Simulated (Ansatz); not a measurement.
# CH4BBrO: rigid torsion scan

A script is to give a rigid torsion scan; the system is CH4BBrO.

All numbers are computed with Ansatz 0.2.0, driven from Python. Level of theory: B3LYP/def2-SVP.

### Step 1. The system

Bond lengths: C1–B2 1.548 Å, B2–O3 1.439 Å, B2–Br4 1.971 Å, C1–H5 1.079 Å, C1–H6 1.116 Å, C1–H7 1.148 Å, O3–H8 1.057 Å. Angles: C1–B2–O3 119.3°, C1–B2–Br4 121.1°, O3–B2–Br4 119.5°, B2–C1–H5 113.7°, B2–C1–H6 113.2°, B2–C1–H7 109.2°, H5–C1–H6 109.7°, H5–C1–H7 105.9°, H6–C1–H7 104.4°, B2–O3–H8 103.9°.

No structure file is read: the coordinates are typed or built in the script.

### Step 2. Script

ch4bbro_torsion.py reads:

```python
"""Rigid torsion scan of CH4BBrO."""

import ansatz as az
from ase import Atoms


def main() -> None:
    atoms = Atoms(["C", "B", "O", "Br", "H", "H", "H", "H"], positions=[
        [-0.0988, 0.9331, -0.0042],
        [-0.1785, -0.6092, -0.1097],
        [0.2629, -1.4152, 0.9975],
        [-0.7965, -1.4862, -1.7627],
        [0.2654, 1.2846, 0.9483],
        [0.4909, 1.4001, -0.8286],
        [-1.1516, 1.3747, -0.1216],
        [1.2983, -1.539, 0.8252],
    ])

    # relax first, so that the scan starts from a minimum
    first = (
        az.Crystal.molecule_from_ase(atoms).calculation()
        .basis(gaussian="def2-SVP")
        .functional("B3LYP")
        .relax(force_tolerance=0.02, max_steps=80)
    )
    atoms.positions = first.run(threads=1).report["positions_ang"]

    start = atoms.get_dihedral(2, 1, 0, 4)
    energies = {}
    for turn in range(0, 121, 15):
        turned = atoms.copy()
        turned.set_dihedral(2, 1, 0, 4, start + turn, indices=[0, 4, 5, 6])
        setup = (
            az.Crystal.molecule_from_ase(turned).calculation()
            .basis(gaussian="def2-SVP")
            .functional("B3LYP")
        )
        energies[round((start + turn) % 360)] = setup.run(threads=1).report["free_energy_ev"]
    floor = min(energies.values())
    print("dihedral O2-B1-C0-H4 (deg)   E - E(min) (eV)")
    for angle, e in sorted(energies.items()):
        print(f"{angle:8d} {(e - floor):14.3f}  " + "#" * int(30 * (e - floor) / max(max(energies.values()) - floor, 1e-9)))


if __name__ == "__main__":
    main()
```

### Step 3. What the engine is handed

The package turns the script's settings into the engine's input (first run):

```yaml
crystal:
  periodic: [false, false, false]
  atoms:
    - { symbol: C, position_ang: [-0.0988, 0.9331, -0.0042] }
    - { symbol: B, position_ang: [-0.1785, -0.6092, -0.1097] }
    - { symbol: O, position_ang: [0.2629, -1.4152, 0.9975] }
    - { symbol: Br, position_ang: [-0.7965, -1.4862, -1.7627] }
    - { symbol: H, position_ang: [0.2654, 1.2846, 0.9483] }
    - { symbol: H, position_ang: [0.4909, 1.4001, -0.8286] }
    - { symbol: H, position_ang: [-1.1516, 1.3747, -0.1216] }
    - { symbol: H, position_ang: [1.2983, -1.539, 0.8252] }
basis:
  gaussian:
    orbitals: def2-SVP
hamiltonian:
  xc: b3lyp
relax:
  f_tol: 0.02
  max_steps: 80
```

### Step 4. The run

The run is started by

```
$ python ch4bbro_torsion.py
```

Log:

```text
dihedral O2-B1-C0-H4 (deg)   E - E(min) (eV)
       1          0.000
      16          0.005  ####
      31          0.018  ##############
      46          0.030  ########################
      61          0.037  ##############################
      76          0.035  ############################
      91          0.025  ####################
     106          0.015  ###########
     121          0.009  ######
```

Run time: 92 s. Hardware: 1 thread of Intel Xeon Platinum 8259CL at 2.50GHz (Skylake/Cascade Lake), shared host; peak memory 0.28 GiB.

Lines on the test bed's own set-up are left out of the output.

### Step 5. How the relaxation of run 0 went

Step by step:

| step | E - E(step 1) (eV) | largest force component (eV/Å) |
| --- | --- | --- |
| 1 | 0.0000 | 3.1725 |
| 2 | -0.2639 | 1.5933 |
| 3 | -0.3495 | 0.7449 |
| 4 | -0.4021 | 0.2647 |
| 5 | -0.4319 | 2.4902 |
| 6 | -0.7333 | 1.0447 |
| 7 | -0.8635 | 0.4144 |
| 8 | -0.9363 | 0.2115 |
| 9 | -0.9399 | 0.1045 |
| 10 | -0.9409 | 0.0575 |
| 11 | -0.9411 | 0.0035 |

Step 1 is the start.

Before: Bond lengths: C1–B2 1.548 Å, B2–O3 1.439 Å, B2–Br4 1.971 Å, C1–H5 1.079 Å, C1–H6 1.116 Å, C1–H7 1.148 Å, O3–H8 1.057 Å. Angles: C1–B2–O3 119.3°, C1–B2–Br4 121.1°, O3–B2–Br4 119.5°, B2–C1–H5 113.7°, B2–C1–H6 113.2°, B2–C1–H7 109.2°, H5–C1–H6 109.7°, H5–C1–H7 105.9°, H6–C1–H7 104.4°, B2–O3–H8 103.9°.

After: Bond lengths: C1–B2 1.564 Å, B2–O3 1.345 Å, B2–Br4 1.970 Å, C1–H5 1.101 Å, C1–H6 1.103 Å, C1–H7 1.103 Å, O3–H8 0.967 Å. Angles: C1–B2–O3 121.8°, C1–B2–Br4 120.0°, O3–B2–Br4 118.1°, B2–C1–H5 111.8°, B2–C1–H6 110.7°, B2–C1–H7 110.5°, H5–C1–H6 108.9°, H5–C1–H7 108.7°, H6–C1–H7 106.1°, B2–O3–H8 114.2°.

Run 0 is this relaxation; the runs after it count from 1.

### Step 6. Run by run

One row for each of the 9 runs:

```csv
run,turn (°),energy from run 1 (eV),SCF cycles,CPU time (s)
1,0,0.0000,17,3.1
2,15,0.0054,17,3.2
3,30,0.0178,17,3.2
4,45,0.0305,17,3.2
5,60,0.0371,17,3.7
6,75,0.0348,17,3.5
7,90,0.0254,17,3.5
8,105,0.0147,17,3.5
9,120,0.0085,17,3.4
```

### Step 7. Summary of results

| quantity | value |
| --- | --- |
| runs compared | 9 |
| range of energy | 0.037 eV |
| lowest point, turn (°) | 0 |

In words: The lowest point lies at a turn of 0°, the highest 0.037 eV (3.6 kJ/mol) above it at 60°. The grid can miss the true lowest and highest points, and the rest of the molecule is held rigid. Run 0: After 10 moves the largest shift is 0.801 Å, of atom 8 (H). So large a move can change the bonding: the results belong to the relaxed structure. The scan is rigid and the energies are electronic, in a modest basis. With rigid groups the curve can differ much from the relaxed path, the start wasn't checked as a minimum of this torsion, and equivalent turns needn't return to the same energy. b3lyp holds the VWN-RPA fit, as in Gaussian; the form of ORCA and Turbomole is b3lyp5.
